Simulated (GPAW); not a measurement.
**One shape, several levels: AlBH2SO (SMILES S[B]1[O][AlH]1)**

We compute a comparison of 3 runs (LDA (PW92)/real-space grid, PBEsol/sz(dzp), RPBE-D3(0)/dz(dzp)) of AlBH2SO. The job is set up through an ASE script.

The results are computed with GPAW 26.7.0.

6 further runs of the same task are left out: 2 that didn't finish, 4 set aside as unsound or not needed.

### 1 Starting point

AlBH2SO has 6 atoms, charge 0, and is taken as a singlet. As SMILES, `S[B]1[O][AlH]1`. The shape comes from GFN2-xTB, which is rough for such elements, and wasn't checked as a minimum. This is one conformer, not always the lowest.

Bond lengths: S1–B2 1.779 Å, B2–O3 1.290 Å, B2–Al4 2.001 Å, O3–Al4 1.863 Å, S1–H5 1.334 Å, Al4–H6 1.539 Å. Angles: S1–B2–O3 138.1°, S1–B2–Al4 157.1°, O3–B2–Al4 64.8°, B2–O3–Al4 76.4°, B2–Al4–O3 38.8°, B2–S1–H5 97.1°, B2–Al4–H6 133.4°, O3–Al4–H6 94.5°.

### 2 Energy and one-electron properties at LDA (PW92)/real-space grid (scalar-relativistic datasets) (run 1)

The input, gs.xyz:

```xyz
6

S     -0.727190    -0.048170    -2.055390
B      0.005670    -0.126410    -0.435740
O      1.014870    -0.691750     0.136290
Al     0.208910     0.266320     1.515670
H     -1.736620     0.765030    -1.740120
H      1.234360    -0.165020     2.579290
```

The input, run.py:

```python
import numpy as np
from ase.io import read
from ase.units import Debye
from gpaw import GPAW

# Structure
atoms = read('gs.xyz')
atoms.center(vacuum=4.5)

# Ground state
calculator = GPAW(mode='fd', h=0.2, xc='LDA', maxiter=100, txt='-')
atoms.calc = calculator

energy = atoms.get_potential_energy()
print(f'Energy                  {energy:.5f} eV')
forces = atoms.get_forces()
print('Forces (eV/Ang)')
for symbol, f in zip(atoms.symbols, forces):
    print(f'{symbol:2} {f[0]:9.4f} {f[1]:9.4f} {f[2]:9.4f}')
dipole = atoms.get_dipole_moment() / Debye
print(f'Dipole                  {np.linalg.norm(dipole):.3f} D')
homo, lumo = calculator.get_homo_lumo()
print(f'HOMO = {homo:.3f} eV')
print(f'LUMO: {lumo:.3f} eV')
print(f'Gap: {lumo - homo:.3f} eV')
```

The run is started by

```
python3 run.py
```

The log of the run:

```text
[...]
Number of symmetries: 1
[...]
  Number of IBZ points: 1
[...]
Spin-components: 1 (collinear spins)
Bands:           16
[...]
  Valence electrons: 20.0
[...]
  Grid points: [60 52 68]
  Charge: 0.0  # |e|
[...]
    cutoffs:
[...]
occupation numbers:
  # Zero width
[...]
xc functional:
  name: None
[...]
|iter     |     time |      energy | eigst |  dens |
[...]
|iter:   1| 00:00:02 |  -33.092445 | +1.08 |       |
[...]
|iter:  15| 00:00:12 |  -29.593640c| -7.82c| -5.85c|
Converged in 15 steps
[...]
Energy contributions relative to reference atoms: (reference = -20117.785520)
Energy contributions:
  Kinetic:          40.805881
  Coulomb:         -41.344212
  Zero:              0.843569
  External:          0.000000
  Xc:              -29.898879
  Entropy:           0.000000
  Spinorbit:         0.000000
  ----------------------------
  Free energy:     -29.593640
  Extrapolated:    -29.593640
dipole moment: (-0.337036, 0.300780, 0.208873)  # |e|*Ang
Fermi level: -4.080
Eigenvalues  # (at kpt = [0.000, 0.000, 0.000])
| band index |      eig [eV] | occ [0-2] |
|------------|---------------|-----------|
|          0 |       -25.087 |     2.000 |
|        ... |               |           |
|          2 |       -12.013 |     2.000 |
|          3 |       -11.312 |     2.000 |
|          4 |       -10.499 |     2.000 |
|          5 |        -9.748 |     2.000 |
|          6 |        -9.332 |     2.000 |
|          7 |        -8.269 |     2.000 |
|          8 |        -7.006 |     2.000 |
|          9 |        -5.521 |     2.000 |
|         10 |        -2.640 |     0.000 |
|         11 |        -2.583 |     0.000 |
[...]
Gap: 2.882 eV
Transition (v -> c):
[...]
Forces (eV/Ang)
S     0.4714   -0.4494   -0.3231
B    -0.8912    0.4501   -0.5161
O     0.4880   -0.4228   -0.1367
Al   -0.0806    0.0170   -0.1827
H    -0.3231    0.3018    0.2665
H     0.3119    0.0200    0.8571
Dipole                  2.390 D
HOMO = -5.521 eV
LUMO: -2.640 eV
Gap: 2.882 eV
```

Run time: 13 s. Hardware: 1 thread of Arm Neoverse V2, shared host; peak memory 0.57 GiB.

### 3 The solvation energy at PBEsol/sz(dzp) (scalar-relativistic datasets, continuum, electrostatics alone, water's cavity dichloromethane) (run 2)

The input, gs.py:

```python
import numpy as np
from ase import Atoms
from ase.units import Bohr, Debye, kcal, mol
from gpaw import GPAW, setup_paths
from gpaw.atom.configurations import parameters
from gpaw.atom.generator import Generator
from gpaw.solvation import EffectivePotentialCavity, GradientSurface, LinearDielectric, Power12Potential, SolvationGPAW

positions_bohr = np.array(
              [[ -1.374190,  -0.091028,  -3.884124],
               [  0.010715,  -0.238880,  -0.823429],
               [  1.917826,  -1.307218,   0.257551],
               [  0.394783,   0.503272,   2.864201],
               [ -3.281736,   1.445697,  -3.288350],
               [  2.332602,  -0.311843,   4.874152]])
atoms = Atoms('SBOAlHH', positions=positions_bohr * Bohr)
atoms.center(vacuum=4.5)

for symbol in ['Al', 'B', 'H', 'O', 'S']:
    Generator(symbol, xcname='PBEsol', scalarrel=True, nofiles=True, txt=None).run(**parameters[symbol])
setup_paths.insert(0, '.')

calculator = GPAW(mode='lcao',
                  maxiter=100,
                  xc='PBEsol',
                  basis='sz(dzp)',
                  h=0.2,
                  legacy_gpaw=True,
                  txt='-')
atoms.calc = calculator
e_gas = atoms.get_potential_energy()
mu_gas = np.linalg.norm(atoms.get_dipole_moment()) / Debye

# Dielectric constant of dichloromethane; cavity of the water model, electrostatics alone
solvent = dict(cavity=EffectivePotentialCavity(effective_potential=Power12Potential(atomic_radii={'H': 1.09}, u0=0.18),
                                               temperature=298.15, surface_calculator=GradientSurface()),
               dielectric=LinearDielectric(epsinf=8.93),
               interactions=[])
calculator = SolvationGPAW(mode='lcao',
                           basis='sz(dzp)',
                           h=0.2,
                           xc='PBEsol',
                           maxiter=100,
                           txt='-',
                           **solvent)
atoms.calc = calculator
e_sol = atoms.get_potential_energy()
mu_sol = np.linalg.norm(atoms.get_dipole_moment()) / Debye
dg = (e_sol - e_gas) / (kcal / mol)
print(f'Electrostatic solvation energy{dg:.2f} kcal/mol')
print(f'Dipole {mu_gas:.3f} D in gas, {mu_sol:.3f} D in solution')
```

The run is started by

```
python3 gs.py
```

The log of the run:

```text
[...]
    cutoffs:
[...]
  Total Charge: 0.000000
[...]
Number of atoms: 6
[...]
Number of bands in calculation: 16
Number of valence electrons: 20
[...]
iter:   1 hh:mm:ss   -23.039657        c
[...]
Converged after 10 iterations.
Dipole moment: (-0.396150, 0.341908, 0.213488) |e|*Ang
[...]
Fermi level: -4.53845
[...]
      Finite-difference x-derivative with O(h^6) error (6 points)
      Finite-difference y-derivative with O(h^6) error (6 points)
      Finite-difference z-derivative with O(h^6) error (6 points)
    Max iterations: 1000
[...]
iter:  10 hh:mm:ss   -20.891391c       c -4.25c
Converged after 10 iterations.
Dipole moment: (-0.482429, 0.443975, 0.365253) |e|*Ang
Energy contributions relative to reference atoms: (reference = -20154.640164)
Kinetic:        +29.027089
Potential:      -25.632792
External:        +0.000000
XC:             -24.753764
Entropy (-ST):   +0.000000
Local:           +0.468076
--------------------------
Free energy:    -20.891391
Extrapolated:   -20.891391
Solvation cavity surface area: 128.60441
Solvation cavity volume: not calculated (no calculator defined)
 Band  Eigenvalues  Occupancy
    0    -26.57031    2.00000
    1    -20.12796    2.00000
    2    -12.73470    2.00000
    3    -11.61675    2.00000
    4    -10.85033    2.00000
    5    -10.09590    2.00000
    6     -9.22388    2.00000
    7     -8.73156    2.00000
    8     -7.23168    2.00000
    9     -5.55260    2.00000
   10     -2.55986    0.00000
   11     -2.43038    0.00000
   12     -0.88280    0.00000
   13      0.36875    0.00000
[...]
Fermi level: -4.05623
Gap: 2.993 eV
Transition (v -> c):
  (s=0, k=0, n=9, [0.00, 0.00, 0.00]) -> (s=0, k=0, n=10, [0.00, 0.00, 0.00])
No difference between direct/indirect transitions
Electrostatic solvation energy-9.32 kcal/mol
Dipole 2.715 D in gas, 3.605 D in solution
```

It took 34 s on 1 thread of Arm Neoverse V2, shared host; peak memory 0.66 GiB.

### 4 The charge distribution at RPBE-D3(0)/dz(dzp) (scalar-relativistic datasets) (run 3)

The input, albh2os.xyz:

```xyz
6

S     -0.727190    -0.048170    -2.055390
B      0.005670    -0.126410    -0.435740
O      1.014870    -0.691750     0.136290
Al     0.208910     0.266320     1.515670
H     -1.736620     0.765030    -1.740120
H      1.234360    -0.165020     2.579290
```

The input, albh2os.py:

```python
import numpy as np
from ase.calculators.mixing import SumCalculator
from ase.io import read, write
from ase.units import Bohr, Debye
from dftd3.ase import DFTD3
from gpaw import GPAW
from gpaw.analyse.hirshfeld import HirshfeldPartitioning

# Geometry
system = read('albh2os.xyz')
system.set_cell([14.0, 14.0, 14.0])
system.center()

# GPAW settings
dft = GPAW(mode='lcao',
           legacy_gpaw=True,
           xc='RPBE',
           h=0.18,
           basis='dz(dzp)',
           maxiter=150,
           txt='albh2os.txt')
system.calc = SumCalculator([DFTD3(method='RPBE', damping='d3zero'), dft])

energy = system.get_potential_energy()
print(f'Energy: {energy:.5f} eV')
forces = system.get_forces()
print('Forces (eV/Ang)')
for symbol, f in zip(system.symbols, forces):
    print(f'{symbol:2} {f[0]:9.4f} {f[1]:9.4f} {f[2]:9.4f}')
dipole = dft.get_dipole_moment(system) / Debye
print(f'Dipole = {np.linalg.norm(dipole):.3f} D')
hirshfeld = HirshfeldPartitioning(dft)
charges = hirshfeld.get_charges()
volumes = hirshfeld.get_effective_volume_ratios()
for symbol, q, v in zip(system.symbols, charges, volumes):
    print(f'{symbol:2} charge {q:7.3f}  volume ratio {v:6.3f}')
write('density.cube', system, data=dft.get_all_electron_density(gridrefinement=2) * Bohr**3)
```

The run is started by

```
python3 -u albh2os.py | tee albh2os.out
```

The log of the run:

```text
Energy: -22.88910 eV
Forces (eV/Ang)
S     0.7819   -1.0129   -1.5812
B    -2.5707    1.4303   -1.4858
O     3.4852   -2.5546   -0.0254
Al   -0.9213    1.0759    1.4976
H    -1.2828    1.0247    0.4170
H     0.5294   -0.0414    1.2269
Dipole = 2.676 D
S  charge  -0.002  volume ratio  0.971
B  charge   0.007  volume ratio  0.937
O  charge  -0.260  volume ratio  1.007
Al charge   0.330  volume ratio  0.802
H  charge   0.057  volume ratio  0.740
H  charge  -0.133  volume ratio  0.804
```

albh2os.txt:

```text
___ ___ ___ _ _ _
 |   |   |_  | | | |
 | | | | | . | | | |
 |__ |  _|___|_____|  26.7.0
 |___|_|

units:  Angstrom and eV
cores:  1
OpenMP: False

Versions:
  Python: 3.12.14
  ASE:    3.29.0
  Numpy:  2.5.5
  Scipy:  1.18.1
  Libxc:  7.0.0

        _gpaw.cpython-312-aarch64-linux-gnu.so

Input parameters:
  basis: dz(dzp)
  h: 0.18
  maxiter: 150
  mode: lcao
  xc: RPBE

System changes: positions, numbers, cell, pbc, initial_charges, initial_magmoms

Initialize ...

species:
  S:
    name:    Sulfur
    Z:       16.0
    valence: 6
    core:    10
    charge:  0.0  # [|e|]
    file:    S.RPBE.gz
    compensation charges:
      type: gauss
[... 157 lines left out ...]
Reference energy: -20207.315271  # eV
[... 3 lines left out ...]
Convergence criteria:
 Maximum [total energy] change in last 3 cyles: 0.0005 eV / valence electron
[... 4 lines left out ...]
 the SCF output indicates the quantity has converged.)
[... 9 lines left out ...]
       k-points in crystal coordinates                weights
[... 61 lines left out ...]
Bands to converge: occupied
[... 62 lines left out ...]
Converged after 10 iterations.
[... 1 line left out ...]
Dipole moment: (-0.384033, 0.335702, 0.223987) |e|*Ang
[... 11 lines left out ...]
Free energy:    -22.788680
[... 92 lines left out ...]
Memory usage: 1008.79 MiB
```

It took 15 s on 1 thread of Arm Neoverse V2, shared host; peak memory 0.98 GiB.

Atomic charges (e):

| atom | Hirshfeld |
| --- | --- |
| S1 | -0.002 |
| B2 | +0.007 |
| O3 | -0.260 |
| Al4 | +0.330 |
| H5 | +0.057 |
| H6 | -0.133 |

### 5 All runs side by side

| run | level | task | mode | energy (Eh) | dipole moment (D) | HOMO energy (eV) | LUMO energy (eV) | wall time |
| --- | --- | --- | --- | --- | --- | --- | --- | --- |
| 1 | LDA (PW92)/real-space grid (scalar-relativistic datasets) | properties | fd | -740.402528 | 2.39 | -5.52 | -2.64 | 13 s |
| 2 | PBEsol/sz(dzp) (scalar-relativistic datasets, continuum, electrostatics alone, water's cavity dichloromethane) | solvation | lcao | -741.437109 | 3.60 | -5.55 | -2.56 | 34 s |
| 3 | RPBE-D3(0)/dz(dzp) (scalar-relativistic datasets) | properties | lcao | -743.446298 | 2.68 | -5.27 | -2.28 | 15 s |

### 6 What came out

| quantity | value |
| --- | --- |
| run 3: energy as printed (from the program's reference atoms) | -22.8891 eV |
| run 3: dipole moment | 2.68 D |
| run 3: HOMO energy | -5.27 eV |
| run 3: LUMO energy | -2.28 eV |
| run 3: HOMO–LUMO gap | 2.99 eV |
| run 3: dispersion energy | -9.69 kJ/mol |
| run 3: largest force on an atom | 4.321 eV/Å |

What this shows: The dipole moment (its size) runs from 2.39 D (LDA (PW92)/real-space grid) to 3.60 D (PBEsol/sz(dzp)). The two ends differ in method and basis and solvent. The HOMO–LUMO gap runs from 2.88 eV (LDA (PW92)/real-space grid) to 2.99 eV (RPBE-D3(0)/dz(dzp)). The two ends differ in method and basis. Totals of different functionals can't be ranked against each other. All runs together took 62 s, the longest 34 s.
